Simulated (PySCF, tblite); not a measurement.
**C₂H₇ClNSi radical, a small gas-phase stand-in for a defect centre (C site with back bonds N[SiH3], C, Cl): EPR parameters**

Wanted: the EPR parameters for `C[C](Cl)N[SiH3]`. It is drawn as: dangling bond.

Programs: tblite 0.8.0 and PySCF 2.14.0. All values are calculated, for the isolated system unless a continuum is named. Atoms count from 0, parts from 1.

## 1. The system as given

12 atoms, charge 0, multiplicity 2; geometry: distance geometry start.

## 2. Relaxing the cluster with GFN2-xTB

What the job is given:

```
{"job": {"kind": "relax", "xc": "GFN2-xTB", "basis": "xTB"}, "charge": 0, "multiplicity": 2}
C     -0.793972     0.412230     0.664561
N      0.649931     0.202434     0.788241
Si     1.646123    -0.738655    -0.222083
C     -1.480481     0.618965    -0.628799
Cl    -1.724823     0.531380     2.094879
H      0.890226     0.016011     1.749426
H      3.066706    -0.516237     0.209205
H      1.460132    -0.334822    -1.621348
H      1.284178    -2.152503    -0.034395
H     -0.851384     1.184760    -1.340988
H     -1.735341    -0.372227    -1.113630
H     -2.399312     1.170252    -0.502161
```

Level: GFN2-xTB geometry optimisation, gas phase.

Launch:

```console
OMP_NUM_THREADS=1 python cluster_run.py task.json out
```

One launch serves the whole session: the jobs run in the order shown.

The program printed:

```text
step      E/eV     max force
  0    -462.93022    3.173
  1    -463.08839    0.533
  2    -463.10575    0.488
  3    -463.14498    0.431
  4    -463.16464    0.487
  5    -463.19009    0.359
  6    -463.20392    0.301
  7    -463.21755    0.315
  8    -463.22673    0.289
  9    -463.23638    0.275
 10    -463.24631    0.240
 11    -463.25708    0.251
 12    -463.26589    0.207
 13    -463.27079    0.169
 14    -463.27284    0.130
 15    -463.27456    0.113
 16    -463.27650    0.109
 17    -463.27815    0.106
 18    -463.27941    0.096
 19    -463.28045    0.095
 20    -463.28155    0.110
 21    -463.28267    0.105
 22    -463.28363    0.090
 23    -463.28442    0.070
 24    -463.28524    0.081
 25    -463.28623    0.091
 26    -463.28745    0.107
 27    -463.28868    0.095
 28    -463.28967    0.077
 29    -463.29031    0.058
 30    -463.29077    0.060
 31    -463.29123    0.071
 32    -463.29174    0.068
 33    -463.29217    0.052
 34    -463.29243    0.042
 35    -463.29260    0.037
 36    -463.29281    0.046
 37    -463.29311    0.070
 38    -463.29346    0.071
 39    -463.29377    0.046
 40    -463.29401    0.049
 41    -463.29426    0.053
 42    -463.29452    0.056
 43    -463.29472    0.046
 44    -463.29487    0.040
 45    -463.29503    0.057
 46    -463.29531    0.070
 47    -463.29580    0.085
 48    -463.29643    0.092
 49    -463.29696    0.064
 50    -463.29739    0.058
 51    -463.29786    0.071
 52    -463.29851    0.101
 53    -463.29927    0.096
 54    -463.29989    0.055
 55    -463.30031    0.047
 56    -463.30065    0.055
 57    -463.30104    0.059
 58    -463.30139    0.055
 59    -463.30158    0.035
 60    -463.30175    0.032
 61    -463.30184    0.027
 62    -463.30194    0.022
 63    -463.30202    0.022
 64    -463.30212    0.025
 65    -463.30223    0.028
 66    -463.30233    0.022
 67    -463.30239    0.017
 68    -463.30243    0.019
 69    -463.30248    0.022
 70    -463.30257    0.030
 71    -463.30271    0.034
 72    -463.30287    0.031
 73    -463.30301    0.030
 74    -463.30314    0.031
 75    -463.30330    0.037
 76    -463.30351    0.037
 77    -463.30374    0.033
 78    -463.30394    0.033
 79    -463.30410    0.033
 80    -463.30425    0.038
 81    -463.30444    0.039
 82    -463.30462    0.038
 83    -463.30476    0.028
 84    -463.30482    0.019
 85    -463.30484    0.016
 86    -463.30487    0.013
 87    -463.30490    0.015
 88    -463.30494    0.017
 89    -463.30498    0.017
 90    -463.30502    0.013
 91    -463.30505    0.012
 92    -463.30508    0.016
 93    -463.30511    0.019
 94    -463.30513    0.015
 95    -463.30516    0.011
 96    -463.30518    0.017
 97    -463.30522    0.019
 98    -463.30526    0.018
 99    -463.30531    0.023
100    -463.30538    0.027
101    -463.30550    0.031
102    -463.30570    0.052
103    -463.30597    0.066
104    -463.30628    0.063
105    -463.30662    0.058
106    -463.30670    0.055
107    -463.30705    0.078
108    -463.30725    0.045
109    -463.30764    0.028
110    -463.30809    0.103
111    -463.30861    0.058
112    -463.30916    0.057
113    -463.30951    0.049
114    -463.30981    0.067
115    -463.30999    0.053
116    -463.31010    0.048
117    -463.31034    0.032
118    -463.31046    0.031
119    -463.31056    0.028
120    -463.31063    0.024
121    -463.31068    0.024
122    -463.31073    0.015
123    -463.31076    0.013
124    -463.31078    0.011
125    -463.31080    0.009
126    -463.31081    0.008
127    -463.31081    0.009
128    -463.31082    0.008
129    -463.31083    0.005
```

It took 2.4 s on 1 thread of Arm Neoverse V2, shared host.

Relaxation path:

| step | energy from step 0 (eV) | largest force (eV/Å) |
| --- | --- | --- |
| 0 | 0.0000 | 3.1733 |
| 5 | -0.2599 | 0.3591 |
| 10 | -0.3161 | 0.2397 |
| 15 | -0.3443 | 0.1125 |
| 20 | -0.3513 | 0.1098 |
| 25 | -0.3560 | 0.0913 |
| 30 | -0.3605 | 0.0594 |
| 35 | -0.3624 | 0.0365 |
| 40 | -0.3638 | 0.0488 |
| 45 | -0.3648 | 0.0569 |
| 50 | -0.3672 | 0.0576 |
| 55 | -0.3701 | 0.0470 |
| 60 | -0.3715 | 0.0320 |
| 65 | -0.3720 | 0.0276 |
| 70 | -0.3723 | 0.0299 |
| 75 | -0.3731 | 0.0366 |
| 80 | -0.3740 | 0.0375 |
| 85 | -0.3746 | 0.0162 |
| 90 | -0.3748 | 0.0132 |
| 95 | -0.3749 | 0.0110 |
| 100 | -0.3752 | 0.0279 |
| 105 | -0.3764 | 0.0580 |
| 110 | -0.3779 | 0.1027 |
| 115 | -0.3798 | 0.0531 |
| 120 | -0.3804 | 0.0248 |
| 125 | -0.3806 | 0.0088 |
| 129 | -0.3806 | 0.0059 |

Close pairs (by a distance rule), those that changed most:

| bond | before (Å) | after (Å) | change (Å) |
| --- | --- | --- | --- |
| C0–N1 | 1.464 | 1.372 | -0.092 |
| Si2–H6 | 1.501 | 1.459 | -0.042 |
| C3–H10 | 1.132 | 1.096 | -0.036 |
| C0–Cl4 | 1.711 | 1.743 | +0.033 |
| N1–Si2 | 1.703 | 1.734 | +0.031 |
| C3–H9 | 1.106 | 1.088 | -0.018 |
| C3–H11 | 1.079 | 1.088 | +0.009 |
| C0–C3 | 1.479 | 1.486 | +0.007 |

## 3. Relaxing the molecule at PBE0-D3(BJ)/def2-SVP

What the job is given:

```
{"job": {"xc": "PBE0", "basis": "def2-SVP", "d3": "d3bj", "grid": 2, "kind": "geom", "shake": 0.01}, "charge": 0, "multiplicity": 2}
C     -0.666507     0.638112     0.673939
N      0.567634     0.144052     0.837354
Si     1.565879    -0.655189    -0.326144
C     -1.412207     0.388717    -0.580944
Cl    -1.639824     0.755045     2.117741
H      0.930153     0.310881     1.766092
H      2.782768    -0.976987     0.466947
H      1.915956     0.254222    -1.438269
H      0.913593    -1.839297    -0.824736
H     -0.820444     0.607963    -1.427281
H     -1.767454    -0.664959    -0.638065
H     -2.331054     1.009854    -0.609633
```

The program printed:

```text
step   0  E = -884.06942116  max force = 0.033343
step   1  E = -884.07516101  max force = 0.005190
step   2  E = -884.07473016  max force = 0.006943
step   3  E = -884.07530908  max force = 0.002939
step   4  E = -884.07541993  max force = 0.000801
step   5  E = -884.07542521  max force = 0.000287
optimisation converged
```

Wall time 68 s (1 thread of Arm Neoverse V2, shared host); peak memory 0.6 GiB.

Step by step: (the energy doesn't fall at every step)

| step | energy from step 0 (eV) | largest force component (eV/Å) |
| --- | --- | --- |
| 0 | 0.0000 | 1.7146 |
| 1 | -0.1562 | 0.2669 |
| 2 | -0.1445 | 0.3570 |
| 3 | -0.1602 | 0.1511 |
| 4 | -0.1632 | 0.0412 |
| 5 | -0.1634 | 0.0148 |

Close pairs (by a distance rule), those that changed most:

| bond | before (Å) | after (Å) | change (Å) |
| --- | --- | --- | --- |
| Si2–H8 | 1.441 | 1.493 | +0.052 |
| C3–H9 | 1.056 | 1.102 | +0.047 |
| C0–N1 | 1.339 | 1.382 | +0.043 |
| N1–Si2 | 1.729 | 1.751 | +0.022 |
| Si2–H7 | 1.479 | 1.497 | +0.018 |
| C0–Cl4 | 1.745 | 1.760 | +0.015 |
| C3–H11 | 1.109 | 1.099 | -0.011 |
| C0–C3 | 1.481 | 1.486 | +0.005 |

The next job starts from the end point, and lists it.

| at the end point | value |
| --- | --- |
| point group (found at 0.08 Å tolerance) | C1 |
| rotational constants (GHz, main isotopes) | 6.748, 1.538, 1.303 |
| dipole moment (D) | 1.50 |
| ⟨S²⟩ | 0.753 |

## 4. EPR parameters: B3LYP/IGLO-III+pcH-1

What the job is given:

```
{"job": {"kind": "epr"}, "charge": 0, "multiplicity": 2}
C     -0.721319     0.727273     0.718077
N      0.556240     0.230108     0.893629
Si     1.567119    -0.586699    -0.280221
C     -1.442426     0.465781    -0.554842
Cl    -1.721108     0.701184     2.166327
H      0.976784     0.481955     1.782725
H      2.816676    -0.928326     0.456450
H      1.903392     0.278166    -1.454519
H      0.908995    -1.821043    -0.802833
H     -0.795354     0.697950    -1.416738
H     -1.772606    -0.588009    -0.648674
H     -2.336864     1.100042    -0.624731
```

Method: UKS B3LYP, IGLO-III on C Cl N Si, pcH-1 on H, non-relativistic, mean-field spin-orbit, GIAO.

The program printed:

```text
UKS, coarse grid
  cycle   1  E = -884.90928530  |g| = 3.15e-01
  cycle   2  E = -884.89823310  |g| = 3.50e-01
  cycle   3  E = -884.94737506  |g| = 7.14e-02
  cycle   4  E = -884.94894272  |g| = 3.51e-02
  cycle   5  E = -884.94950700  |g| = 5.91e-03
  cycle   6  E = -884.94952485  |g| = 3.26e-03
  cycle   7  E = -884.94953006  |g| = 1.13e-03
  cycle   8  E = -884.94953171  |g| = 6.65e-04
UKS, final grid
  cycle   1  E = -884.94952098  |g| = 9.96e-04
  cycle   2  E = -884.94952017  |g| = 1.63e-03
  cycle   3  E = -884.94952147  |g| = 8.78e-05
  cycle   4  E = -884.94952147  |g| = 2.64e-05
E = -884.94952147 Eh   <S^2> = 0.7535 (exact 0.7500)
g shifts (ppm)      1          2          3
  rmc          -188       -188       -188
  gc              5         24         13
  oz_so        -457       2365       4380
  total        -640       2201       4205
hyperfine (MHz)  atom isotope    a_iso     a_fc   dipolar eigenvalues
    0   13C     273.48     273.18    -68.52    -67.34    135.86
    1   14N       1.86       1.86     -7.40     -6.70     14.10
    2  29Si       1.06       1.03     -3.57      1.51      2.06
    3   13C      -7.04      -7.06     -2.50     -1.68      4.17
    4  35Cl      28.32      28.48    -22.63    -15.37     38.01
    5    1H       8.08       8.04     -7.87     -6.12     13.99
    6    1H       0.80       0.80     -1.88     -1.55      3.43
    7    1H      15.84      15.84     -1.77     -1.48      3.25
    8    1H      14.82      14.82     -1.86     -1.46      3.32
    9    1H      12.26      12.26     -4.90     -4.02      8.92
   10    1H     108.80     108.80     -3.51     -2.48      5.99
   11    1H      30.87      30.86     -5.15     -4.33      9.48
```

Wall time 56 s (1 thread of Arm Neoverse V2, shared host); peak memory 1 GiB.

Principal g values 2.00168, 2.00452, 2.00652; g(iso) = 2.00424, against 2.00232 for a free electron.

Hyperfine couplings, nucleus by nucleus at this fixed geometry (no averaging over rotations):

| nuclei | isotope | a(iso) (MHz) | a(iso) (G, at g = 2.0023) | largest dipolar term (MHz) |
| --- | --- | --- | --- | --- |
| C0 | 13C | 273.5 | 97.6 | 135.9 |
| H10 | 1H | 108.8 | 38.8 | 6.0 |
| H11 | 1H | 30.9 | 11.0 | 9.5 |
| Cl4 | 35Cl | 28.3 | 10.1 | 38.0 |
| H7 | 1H | 15.8 | 5.7 | 3.2 |
| H8 | 1H | 14.8 | 5.3 | 3.3 |
| H9 | 1H | 12.3 | 4.4 | 8.9 |
| H5 | 1H | 8.1 | 2.9 | 14.0 |
| C3 | 13C | -7.0 | -2.5 | 4.2 |
| N1 | 14N | 1.9 | 0.7 | 14.1 |
| Si2 | 29Si | 1.1 | 0.4 | -3.6 |
| H6 | 1H | 0.8 | 0.3 | 3.4 |

Mulliken spin populations:

| atom | value (e) |
| --- | --- |
| C0 | 0.80 |
| N1 | 0.09 |
| Si2 | 0.03 |
| C3 | -0.08 |
| Cl4 | 0.07 |
| H5 | -0.01 |
| H6 | 0.00 |
| H7 | 0.01 |
| H8 | 0.01 |
| H9 | 0.01 |
| H10 | 0.07 |
| H11 | 0.01 |

In first order the couplings over 0.8 MHz of 1H, 35Cl, 14N give 1536 distinct lines over 100.0 G.

## 5. g tensor and hyperfine couplings: BHandHLYP/IGLO-III+pcH-1

Same as in step 4 but for these lines:

```diff
@@ -1,2 +1,2 @@
-{"job": {"kind": "epr"}, "charge": 0, "multiplicity": 2}
+{"job": {"kind": "epr", "xc": "BHandHLYP"}, "charge": 0, "multiplicity": 2}
 C     -0.721319     0.727273     0.718077
```

Level: UKS BHandHLYP, IGLO-III on C Cl N Si, pcH-1 on H, non-relativistic, mean-field spin-orbit, GIAO.

The program printed:

```text
UKS, coarse grid
  cycle   1  E = -884.77698147  |g| = 2.72e-01
  cycle   2  E = -884.79964587  |g| = 2.10e-01
  cycle   3  E = -884.81752945  |g| = 5.08e-02
  cycle   4  E = -884.81888384  |g| = 1.72e-02
  cycle   5  E = -884.81910878  |g| = 6.17e-03
  cycle   6  E = -884.81915488  |g| = 2.20e-03
  cycle   7  E = -884.81916384  |g| = 1.10e-03
  cycle   8  E = -884.81916585  |g| = 4.23e-04
UKS, final grid
  cycle   1  E = -884.81915829  |g| = 3.27e-04
  cycle   2  E = -884.81915835  |g| = 3.42e-04
  cycle   3  E = -884.81915840  |g| = 8.48e-05
  cycle   4  E = -884.81915842  |g| = 4.77e-05
  cycle   5  E = -884.81915843  |g| = 5.09e-06
E = -884.81915843 Eh   <S^2> = 0.7559 (exact 0.7500)
g shifts (ppm)      1          2          3
  rmc          -189       -189       -189
  gc              2         24         13
  oz_so        -548       2057       4107
  total        -735       1893       3932
hyperfine (MHz)  atom isotope    a_iso     a_fc   dipolar eigenvalues
    0   13C     312.87     312.59    -72.42    -70.70    143.12
    1   14N       3.33       3.33     -7.14     -6.65     13.78
    2  29Si       3.42       3.40     -3.04      1.11      1.92
    3   13C     -14.40     -14.42     -2.81     -1.26      4.07
    4  35Cl      28.81      28.99    -23.53    -13.45     36.98
    5    1H       6.15       6.11     -7.97     -6.47     14.44
    6    1H       0.66       0.66     -1.80     -1.53      3.33
    7    1H      12.81      12.81     -1.75     -1.54      3.29
    8    1H      12.51      12.51     -1.83     -1.47      3.30
    9    1H      13.82      13.82     -5.30     -4.04      9.34
   10    1H     111.36     111.36     -3.32     -2.63      5.95
   11    1H      31.30      31.29     -5.53     -4.38      9.91
```

Wall time 62 s (1 thread of Arm Neoverse V2, shared host); peak memory 1 GiB.

In short: g(iso) 2.00402.

## 6. Run by run: EPR parameters

g, ⟨S²⟩ and isotropic hyperfine couplings (MHz), with basis size and wall time:

| run | g(iso) | ⟨S²⟩ | 13C C0 | 1H H10 | 1H H11 | 35Cl Cl4 | 1H H7 | functions | time |
| --- | --- | --- | --- | --- | --- | --- | --- | --- | --- |
| B3LYP/IGLO-III+pcH-1 | 2.00424 | 0.753 | 273.5 | 108.8 | 30.9 | 28.3 | 15.8 | 263 | 56 s |
| BHandHLYP/IGLO-III+pcH-1 | 2.00402 | 0.756 | 312.9 | 111.4 | 31.3 | 28.8 | 12.8 | 263 | 62 s |

## 7. Results

```
                            quantity                 value
                         point group                    C1
rotational constants (main isotopes)  6.75, 1.54, 1.30 GHz
                      g(iso) (B3LYP)               2.00424
                                ⟨S²⟩    0.753 (exact 0.75)
                      largest a(iso)  13C on C0, 273.5 MHz
```

What this shows: The start of the PBE0/def2-SVP relaxation was shaken at random by about 0.01 Å, so part of the energy gained, and of the first lengths quoted, undoes that. The optimisation took 5 steps and gained 0.163 eV; among the close pairs (by a distance rule), Si2–H8 changed most, from 1.441 to 1.493 Å (PBE0/def2-SVP). No frequency check was run at this level, so the end point may be a saddle. C0 carries the largest spin population, 0.80 e. The isotropic g lies 1.9 ppt above the free-electron value. The coupling of 13C on C0 runs from 273.5 (B3LYP/IGLO-III+pcH-1) to 312.9 MHz (BHandHLYP/IGLO-III+pcH-1). A capped cluster stands for the solid here, so long-range fields and strain are missing, and bands or shifts of the capping hydrogens have no counterpart in it.
